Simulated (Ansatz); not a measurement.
# BF3: the cost of one run

Program: Ansatz 0.2.0, Gaussian basis. Level of theory: PBE0-D4/def2-TZVP structures, single points in def2-TZVPP, no counterpoise correction. These are calculated values, not measurements.

Levels: SPW92, PBE-D4, BLYP-D4, r2SCAN-D4, B97M-V, PBE0-D4, B3LYP-D4, r2SCAN0-D4, BHLYP-D4, CAM-B3LYP-D4, wB97X-V, wB97M-V, B2PLYP, PBE-QIDH, RPA on PBE, Hartree-Fock, MP2, CCSD, CCSD(T).

Cores are frozen in the correlated methods. B3LYP uses VWN-RPA correlation. B2PLYP carries no dispersion term here.

94 further runs of the same task are left out: 94 set aside as unsound or not needed.

## 1. The starting structure

The complex: 9 atoms, charge 0, spin multiplicity 1.

Atoms are counted from 1 here; the program's logs count them from 0.

Bond lengths: B1–F2 1.311 Å, B1–F3 1.312 Å, B1–F4 1.312 Å, H5–Si6 1.489 Å, Si6–H7 1.483 Å, Si6–H8 1.483 Å, Si6–H9 1.483 Å. Angles: F2–B1–F3 120.0°, F2–B1–F4 120.0°, F3–B1–F4 120.0°, H5–Si6–H7 108.7°, H5–Si6–H8 109.2°, H5–Si6–H9 108.7°, H7–Si6–H8 110.1°, H7–Si6–H9 110.1°, H8–Si6–H9 110.1°.

Coordinates:

```
B    -0.49520    0.92115   -1.73797
F     0.51958    1.68467   -2.06542
F    -0.55012   -0.31749   -2.16786
F    -1.47355    1.40613   -1.01034
H     0.88229    0.22583    0.38488
Si    0.39545   -0.74565    1.40249
H     0.36959   -0.07548    2.72549
H    -0.96890   -1.19492    1.03320
H     1.32097   -1.90424    1.43564
```

Its parts: BF3 holds atoms 1, 2, 3, 4; SiH4 holds atoms 5, 6, 7, 8, 9. Each part counts its atoms afresh in its own runs.

## 2. Relaxing BF3 alone

Input file relax-a/in.yaml:

```yaml
crystal:
  periodic: [false, false, false]
  atoms:
    - {symbol: B, position_ang: [-0.495197, 0.921148, -1.737969]}
    - {symbol: F, position_ang: [0.519575, 1.684671, -2.065420]}
    - {symbol: F, position_ang: [-0.550125, -0.317491, -2.167858]}
    - {symbol: F, position_ang: [-1.473553, 1.406133, -1.010344]}
basis:
  gaussian: {orbitals: def2-TZVP}
hamiltonian: {xc: pbe0, dispersion: d4}
relax: {f_tol: 0.005, max_steps: 200}
```

Command:

```bash
> ansatz run in.yaml --threads 4 --pin off --events-out ev --progress --plain --max-ram 9574MiB
```

**Question.** How long does this run take on 4 threads of Arm Neoverse V1, shared host?

About 3.2 s.
